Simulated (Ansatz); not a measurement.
Ba, space group P4/mmm, a test of the smearing width

Computed with Ansatz's Python interface.

Notebook, run cell by cell (the value of a cell's last expression is shown):

**Cell 1**
```python
import warnings

import ansatz as az
import matplotlib.pyplot as plt
import numpy as np
```

**Cell 2**
```python
FUNCTIONAL = 'pbesol'
CUTOFF_EV = 420
KMESH = (7, 7, 8)
```

**Cell 3**
```python
warnings.simplefilter('ignore', az.DeckWarning)
```

**Cell 4**
```python
vectors = np.array([
    [3.99965, 0.0, 0.0],
    [0.0, 3.99965, 0.0],
    [0.0, 0.0, 3.605539],
])
ba = az.Lattice.of(vectors).atom('Ba', (0.5, 0.5, 0.5))
```

**Cell 5**
```python
ba.resolved().tree()['lattice']
```
Output:
```text
((3.99965, 0.0, 0.0), (0.0, 3.99965, 0.0), (0.0, 0.0, 3.605539))
```

**Cell 6**
```python
setup = (
    ba.calculation()
    .functional(FUNCTIONAL)
    .basis(CUTOFF_EV)
    .kpoints(*KMESH)
    .stress()
)
```

**Cell 7**
```python
rows = []
for value in [0.25, 0.15, 0.1, 0.05, 0.025]:
    summary = setup.occupations('fermi_dirac', width=value).run().report
    rows.append((value, summary['free_energy_ev'] / len(summary['lattice']['sites']), summary['n_iterations'], sum(summary['stress_gpa'][i][i] for i in range(3)) / 3, summary['n_kpoints']))
```

**Cell 8**
```python
print('  width (eV)   F/atom (eV)    iterations       P (GPa)      k-points')
for row in rows:
    print(f'{str(row[0]):>12s}  {row[1]:12.5f}  {row[2]:12d}  {row[3]:12.3f}  {row[4]:12d}')
```
Output:
```text
  width (eV)   F/atom (eV)    iterations       P (GPa)      k-points
        0.25   -5862.42201             7         0.082            50
        0.15   -5862.31722             6        -0.145            50
         0.1   -5862.29025             7        -0.205            50
        0.05   -5862.27825             7        -0.239            50
       0.025   -5862.27629             7        -0.258            50
```

**Cell 9**
```python
# differences from the last row
for row in rows[:-1]:
    shift = 1000 * (row[1] - rows[-1][1])
    print(f'{row[0]}: {shift:+.2f} meV/atom' + ('  (within 5 meV)' if abs(shift) < 5 else ''))
plt.figure(figsize=(4.5, 3))
plt.plot([str(row[0]) for row in rows], [1000 * (row[1] - rows[-1][1]) for row in rows], 'o-')
plt.xlabel('width (eV)')
plt.ylabel('F - F(last) (meV/atom)')
plt.tight_layout()
plt.savefig('smear.png', dpi=100)
```
Output:
```text
0.25: -145.73 meV/atom
0.15: -40.93 meV/atom
0.1: -13.97 meV/atom
0.05: -1.97 meV/atom  (within 5 meV)
```

Going from 0.025 to 0.25 eV changes F by -145.7 meV an atom. The report's estimate for zero width moves by +25.2 meV, so the entropy term explains only part of the change. The pressure moves from -0.26 to 0.08 GPa.

Notes:
- The mesh is modest for a metal, so energies can be off by several to tens of meV an atom and pressures by half a GPa or more; differences at equal mesh fare better.
- A Fermi-Dirac width this large means warm electrons, whose thermal share enters the free energy.
- The narrowest width needs the finest mesh, so the last row is no converged reference.
- Pressure is positive in compression.
- This isn't the structure that Ba takes at ambient conditions.
- Processor time in the engine: 6.2 s on 1 thread of Intel(R) Xeon(R) Processor @ 2.30GHz, on a shared host, peak memory 0.54 GiB.
